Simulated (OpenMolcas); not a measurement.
**F: a chain of runs**

We compute a series of 9 runs (ROHF/cc-pVDZ, CASSCF(7,4)/cc-pVDZ, CASPT2(7,4)/cc-pVDZ, CASPT2[IPEA 0](7,4)/cc-pVDZ, SC-NEVPT2(7,4)/cc-pVDZ, PC-NEVPT2(7,4)/cc-pVDZ, MC-PDFT[tPBE](7,4)/cc-pVDZ, MC-PDFT[ftPBE](7,4)/cc-pVDZ, and more) of F. 

The calculation is run with OpenMolcas 26.06.

88 further runs of the same task are left out: 88 set aside as unsound or not needed.

## (1) The energy at ROHF/cc-pVDZ (run 1)

File input.xyz:

```xyz
1

F      0.000000     0.000000     0.000000
```

File step1.input:

```
* F Hartree-Fock

&gateway
  baslib=$CurrDir
  coord=input.xyz
  basis=cc-pVDZ
  group=NoSym

&seward

&scf
  uhf
  spin=2
  prorbitals=1 2

&rasscf
  fileorb=$Project.UnaOrb
  spin=2
  nactel=1 0 0
  inactive=4
  ras2=1
  outorbitals=Canonical
  orblisting=Few
```

The basis set cc-pVDZ is read from a file made from the Basis Set Exchange's data (not shown).

Command:

```bash
$ export MOLCAS_MEM=1860
$ pymolcas step1.input > step1.log
```

What it wrote:

```text
--- Start Module: gateway ---
[...]
--- Stop Module: gateway /rc=_RC_ALL_IS_WELL_ ---
[...]
      Basis functions           14
[...]
--- Start Module: scf ---
[...]
       Convergence after   9 Iterations
[...]
::    Total SCF energy                                -99.3752403031
[...]
      Total spin, S                                     0.5010024338
[...]
--- Stop Module: scf /rc=_RC_ALL_IS_WELL_ ---
[...]
--- Start Module: rasscf ---
[...]
      Number of active orbitals                  1
[...]
      Spin quantum number                      0.5
[...]
      Active orbitals                            1
[...]
      Number of CSFs                             1
[...]
      Number of root(s) required                 1
[...]
      Convergence after  5 iterations
[...]
      printout of CI-coefficients larger than  0.05 for root  1
      energy=     -99.371862
      conf/sym  1     Coeff  Weight
             1  u   1.00000 1.00000
      Natural orbitals and occupation numbers for root  1
      sym 1:   1.000000
      ************************************************************************************************************************
      *                                                    Final results                                                     *
[...]
::    RASSCF root number  1 Total energy:    -99.37186194
[...]
      Total electronic charge=    9.000000
      Total            charge=    0.000000
[...]
      Dipole Moment (debye):
      Origin of the operator (angstrom)=    0.0000    0.0000    0.0000
                   X=  1.7344E-16               Y= -4.2444E-17               Z=  1.4845E-16           Total=  2.3221E-16
      Quadrupole Moment (debye*angstrom):
[...]
--- Stop Module: rasscf /rc=_RC_ALL_IS_WELL_ ---
[...]
```

Wall time 6.9 s (1 thread of AMD EPYC 7R43 (Zen 3), shared host); peak memory 0.36 GiB.

## (2) The F atom: the energy at CASSCF(7,4)/cc-pVDZ (run 2)

input.xyz is that of step 1.

File step2.inp:

```
* F CASSCF

&GATEWAY
  BasLib = $CurrDir
  Coord = input.xyz
  Basis = cc-pVDZ
  Group = NoSym

&SEWARD

&RASSCF
  FileOrb = $CurrDir/step1.RasOrb
  Spin = 2
  Nactel = 7 0 0
  Inactive = 1
  Ras2 = 4
  OrbListing = Few
```

The basis set cc-pVDZ is read from a file made from the Basis Set Exchange's data (not shown).

Run the same way, it converges to -99.37186 Eh (log not shown).

Runs 3 to 8 aren't shown in full; the table further down has their settings and results.

## (3) The F atom: a single-point energy at MRCI(7,4)/cc-pVDZ (run 9)

input.xyz is that of step 2.

File step9.inp:

```
&GATEWAY
  BasLib
  $CurrDir
  Coord
  input.xyz
  Basis
  cc-pVDZ
  Group
  NoSym

&SEWARD

&RASSCF
  FileOrb
  $CurrDir/step2.RasOrb
  Spin
  2
  Nactel
  7 0 0
  Inactive
  1
  Ras2
  4
  OrbListing
  Few

&MOTRA
  LumOrb
  Frozen
  1

&GUGA
  Electrons
  7
  Spin
  2
  Inactive
  0
  Active
  4
  CIAll
  1

&MRCI
  SDCI
```

The basis set cc-pVDZ is read from a file made from the Basis Set Exchange's data (not shown).

Run the same way, it converges to -99.52370 Eh (log not shown).

## (4) The series

```
run                        level   active rule  inactive  energy (Eh)  dipole moment (D) of the reference  wall time
  1                 ROHF/cc-pVDZ             –         –   -99.371862                                0.00      6.9 s
  2          CASSCF(7,4)/cc-pVDZ  full valence         1   -99.371862                                0.00      4.8 s
  3          CASPT2(7,4)/cc-pVDZ  full valence         1   -99.518267                                0.00      5.1 s
  4  CASPT2[IPEA 0](7,4)/cc-pVDZ  full valence         1   -99.520017                                0.00      4.8 s
  5       SC-NEVPT2(7,4)/cc-pVDZ  full valence         1   -99.499851                                0.00      5.1 s
  6       PC-NEVPT2(7,4)/cc-pVDZ  full valence         1   -99.500125                                0.00      4.8 s
  7   MC-PDFT[tPBE](7,4)/cc-pVDZ  full valence         1   -99.615401                                0.00      5.4 s
  8  MC-PDFT[ftPBE](7,4)/cc-pVDZ  full valence         1   -99.646141                                0.00      5.4 s
  9            MRCI(7,4)/cc-pVDZ  full valence         1   -99.523704                                0.00      5.4 s
```

## (5) What came out

| quantity | value |
| --- | --- |
| F atom, run 9: total energy | -99.52370 Eh |
| F atom, run 9: dipole moment (CASSCF density) | 0.00 D |

In words: Below the ROHF energy at the same shape and in the same basis (cc-pVDZ): CASSCF(7,4) +0.0 mEh; CASPT2(7,4) -146.4 mEh; CASPT2[IPEA 0](7,4) -148.2 mEh; SC-NEVPT2(7,4) -128.0 mEh; PC-NEVPT2(7,4) -128.3 mEh; MRCI(7,4) -151.8 mEh. Active-space methods hold only the correlation inside their space unless a perturbation or CI step follows. All runs together took 48 s, the longest 6.9 s.
